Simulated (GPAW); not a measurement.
Crystal: HfMoC2.

```
Hf Mo C
1.0
     3.19142    0.00000    0.00000
     0.00000    3.19142    0.00000
     0.00000    0.00000    4.48516
Hf Mo C
1 1 2
Direct
  0.00000 0.00000 0.00000
  0.50000 0.50000 0.50000
  0.50000 0.50000 0.00000
  0.00000 0.00000 0.50000
```

The cell comes from a database or a generator and needn't be the stable form of this composition.

```yaml
Program: GPAW 26.7.0
Task: relaxation of cell and atoms
Functional: PBEsol
Dispersion: D3(BJ)
Potentials_or_basis: PAW data sets generated in the run's folder for this functional
Cutoff: 800 eV
Basis: pw
k_mesh: 6 × 6 × 5
Occupations: fermi-dirac, width 0.05 eV
Spin: no spin polarisation
```

At the start: pressure -13.1 GPa; volume 11.42 Å³/atom.

Task: Where does the relaxation end?

Result: Over 4 steps the energy falls by 21.3 meV/atom and the volume is 10.90 Å³/atom (-4.5 %); space group P4/mmm (No. 123, to 0.05 Å).

The path:
```tsv
step	energy change (eV)	largest force (eV/Å)	pressure (GPa)	volume (Å³)
1	0.0000	0.0000	-13.12	45.68
2	-0.0329	0.0000	-10.51	45.23
3	-0.0848	0.0000	0.60	43.52
4	-0.0851	0.0000	-0.02	43.61
```

Final structure:
```xyz
4
Lattice="3.1428 0.0000 0.0000 0.0000 3.1428 0.0000 0.0000 0.0000 4.4153" Properties=species:S:1:pos:R:3 pbc="T T T"
Hf    0.0000    0.0000    0.0000
Mo    1.5714    1.5714    2.2077
C     1.5714    1.5714    0.0000
C     0.0000    0.0000    2.2077
```

Caveat: later steps reuse the first step's grids; pairwise dispersion overbinds metals, which lowers pressure and volume.
